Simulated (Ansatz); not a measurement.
# BF2 (SMILES F[B]F) at UPBE0/cc-pVTZ

Aim: the electronic atomisation energy of BF2 at UPBE0/cc-pVTZ, from 3 runs. 

Program for the calculation: Ansatz 0.2.0.

39 further runs of the same task are left out: 39 set aside as unsound or not needed.

**1. Starting point**

BF2 has 3 atoms, charge 0, and is taken as a doublet. As SMILES, `F[B]F`. Geometry: relaxed at PBE0-D4/def2-TZVP.

Bond lengths: F1–B2 1.306 Å, B2–F3 1.306 Å. Angles: F1–B2–F3 121.1°.

**2. The energy at UPBE0/cc-pVTZ**

Contents of job.yaml:

```yaml
crystal:
  periodic: [false, false, false]
  atoms:
    - {symbol: F, position_ang: [0.513100, -1.044300, 0.160000]}
    - {symbol: B, position_ang: [0.279000, 0.240500, 0.181300]}
    - {symbol: F, position_ang: [-0.802900, 0.738900, -0.354600]}
basis:
  gaussian:
    orbitals: cc-pVTZ
magnetization:
  spin_polarized: true
  initial_magnetization: 1
hamiltonian:
  xc: pbe0
accuracy: high
output:
  orbitals: {seedname: orbitals}
```

Started as:

```console
$ ansatz run job.yaml --threads 1 --pin off --max-ram 3480MiB --events-out events.jsonl --progress --plain --runs-dir runs
```

The log of the run:

```text
Warning: RAYON_NUM_THREADS=1 ignored (pool sized by the plan → 1); use --threads N
Functional definition: PBE0
  name "PBE0"
  parameter a = 0.25
  parameter kappa = 0.804
  parameter beta = 0.06672455060314922
  exchange = (1 - a)*pbe_x(kappa = kappa, mu = beta*pi^2/3) + a*exact_x
  correlation = pbe_c(beta = beta)
1422 factors; integrals over basis functions are off by at most 2.9e-9 eV
mean field evaluation 1: about -6105.3332 eV, gradient 2.5e1 eV
mean field evaluation 2: about -6103.5193 eV, gradient 3.7e1 eV
mean field evaluation 4: about -6107.0256 eV, gradient 4.3e-1 eV
mean field evaluation 8: about -6107.1305 eV, gradient 2.7e-2 eV
mean field evaluation 16: about -6107.1305 eV, gradient 3.5e-5 eV
mean field -6107.13051175 eV, -224.4329067450 hartree, gradient 2.2e-8 eV, S^2 0.751731; 0 other end points of the search recorded, 0 dependent functions left out
reference -6107.13051392 eV, -224.4329068250 hartree; 12, 11 occupied and 78, 79 virtual orbitals, 1422 factors
Total energy: -6107.13051392 eV, -224.4329068250 hartree
```

Wall time 4.8 s (1 thread of Arm Neoverse V2, shared host); peak memory 0.24 GiB.

**3. The B atom, same level**

Contents of input.yaml:

```yaml
basis:
  gaussian: {orbitals: cc-pVTZ}
crystal:
  periodic: [false, false, false]
  atoms:
    - {symbol: B, position_ang: [0.000000, 0.000000, 0.000000]}
accuracy: high
hamiltonian: {xc: pbe0}
magnetization: {spin_polarized: true, initial_magnetization: 1}
```

Run the same way, it converges to -24.61806 Eh (log not shown).

**4. The F atom**

Contents of run.yaml:

```yaml
crystal:
  periodic: [false, false, false]
  atoms:
    - symbol: F
      position_ang: [0.000000, 0.000000, 0.000000]
basis:
  gaussian:
    orbitals: cc-pVTZ
magnetization:
  spin_polarized: true
  initial_magnetization: 1
hamiltonian:
  xc: pbe0
accuracy: high
```

Run the same way, it converges to -99.66904 Eh (log not shown).

**5. Outcome**

Level: UPBE0/cc-pVTZ.

| quantity | value |
| --- | --- |
| molecule: total energy | -224.43291 Eh |
| molecule: HOMO energy (highest over α and β) | -7.19 eV |
| molecule: LUMO energy (lowest over α and β) | -2.05 eV |
| molecule: ⟨S²⟩ | 0.752 |
| B atom: total energy | -24.61806 Eh |
| B atom: ⟨S²⟩ | 0.754 |
| F atom: total energy | -99.66904 Eh |
| F atom: ⟨S²⟩ | 0.752 |
| electronic atomisation energy | 12.973 eV |

In words: Taking the molecule apart into free atoms costs 12.97 eV (1252 kJ/mol), before zero-point energy and without spin-orbit coupling.
